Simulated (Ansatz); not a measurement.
# H4C: the cost of one run

Method: DFT LDA, plane waves, PAW, scalar-relativistic, no spin polarisation, in Ansatz 0.2.0.

### Step 1. The structure to begin with

The cell holds 40 atoms (C8H32): a = 7.958 Å, b = 7.958 Å, c = 7.958 Å, α = 90.00°, β = 90.00°, γ = 90.00°.

Its coordinates follow in the input file.

### Step 2. Preparing the start

Contents of input.yaml:

```yaml
accuracy: low
crystal:
  lattice:
    - [7.958114, 0.0, 0.0]
    - [0.0, 7.958114, 0.0]
    - [0.0, 0.0, 7.958114]
  atoms:
    - { symbol: C, position: [0.7721901, 0.3548421, 0.8670217] }
    - { symbol: H, position: [0.8099213, 0.3409708, 0.9979124] }
    - { symbol: H, position: [0.8660357, 0.42871, 0.8000517] }
    - { symbol: H, position: [0.6511249, 0.4185167, 0.8609227] }
    - { symbol: H, position: [0.7616785, 0.2311708, 0.8091998] }
    - { symbol: C, position: [0.1646904, 0.6176453, 0.2984157] }
    - { symbol: H, position: [0.2605341, 0.702561, 0.3469104] }
    - { symbol: H, position: [0.0866336, 0.5731451, 0.4017371] }
    - { symbol: H, position: [0.2249375, 0.5108631, 0.2374543] }
    - { symbol: H, position: [0.0866563, 0.684012, 0.2075609] }
    - { symbol: C, position: [0.8029442, 0.1793209, 0.4945999] }
    - { symbol: H, position: [0.8664221, 0.2171599, 0.60987] }
    - { symbol: H, position: [0.6679637, 0.197428, 0.5087722] }
    - { symbol: H, position: [0.828886, 0.0472486, 0.4694527] }
    - { symbol: H, position: [0.8485049, 0.2554469, 0.3903047] }
    - { symbol: C, position: [0.3983488, 0.7992168, 0.0317015] }
    - { symbol: H, position: [0.4801102, 0.8624389, 0.1215151] }
    - { symbol: H, position: [0.2696801, 0.8002598, 0.0785175] }
    - { symbol: H, position: [0.4399301, 0.6697837, 0.0153767] }
    - { symbol: H, position: [0.4036746, 0.8643847, -0.0886031] }
    - { symbol: C, position: [0.6510379, 0.7529028, 0.5008745] }
    - { symbol: H, position: [0.632209, 0.6786425, 0.6143616] }
    - { symbol: H, position: [0.7621001, 0.7077832, 0.4347093] }
    - { symbol: H, position: [0.6683842, 0.8844321, 0.5347509] }
    - { symbol: H, position: [0.5414584, 0.7407536, 0.4196763] }
    - { symbol: C, position: [0.0641096, 0.1227324, 0.040653] }
    - { symbol: H, position: [0.0992075, 0.1681406, -0.0836638] }
    - { symbol: H, position: [0.129156, 0.0050023, 0.0662857] }
    - { symbol: H, position: [-0.0711699, 0.1020584, 0.0451792] }
    - { symbol: H, position: [0.0992447, 0.2157282, 0.134811] }
    - { symbol: C, position: [0.195666, 0.0217347, 0.5345234] }
    - { symbol: H, position: [0.2753555, 0.1025839, 0.6110834] }
    - { symbol: H, position: [0.1159, -0.0540868, 0.6159907] }
    - { symbol: H, position: [0.274078, -0.0604653, 0.4580829] }
    - { symbol: H, position: [0.1173305, 0.0989071, 0.4529366] }
    - { symbol: C, position: [0.2889568, 0.567023, 0.7372994] }
    - { symbol: H, position: [0.3965848, 0.6455124, 0.7689864] }
    - { symbol: H, position: [0.2586807, 0.4860492, 0.8434834] }
    - { symbol: H, position: [0.3192221, 0.4899151, 0.6282728] }
    - { symbol: H, position: [0.1813395, 0.6466155, 0.708455] }
basis:
  ecutwfc: 420.0
kpoints:
  mp_grid: { grid: [1, 1, 1] }
hamiltonian:
  xc: lda
scf:
  occupations: { method: fermi_dirac, width: 0.02 }
  lower_state_search: "off"
relax:
  f_tol: 0.3
  max_steps: 15
  adjacent_minimum: "off"
```

Started as:

```bash
$ ansatz run input.yaml --threads 1 --pin off --max-ram 3072MiB --backend cpu --events-out ev --progress --plain --runs-dir out
```

Q: Estimate wall time and peak memory on 1 thread of AMD EPYC 7B13 (Zen 3), shared host.

About 2.2 s, with a peak of 0.45 GiB.
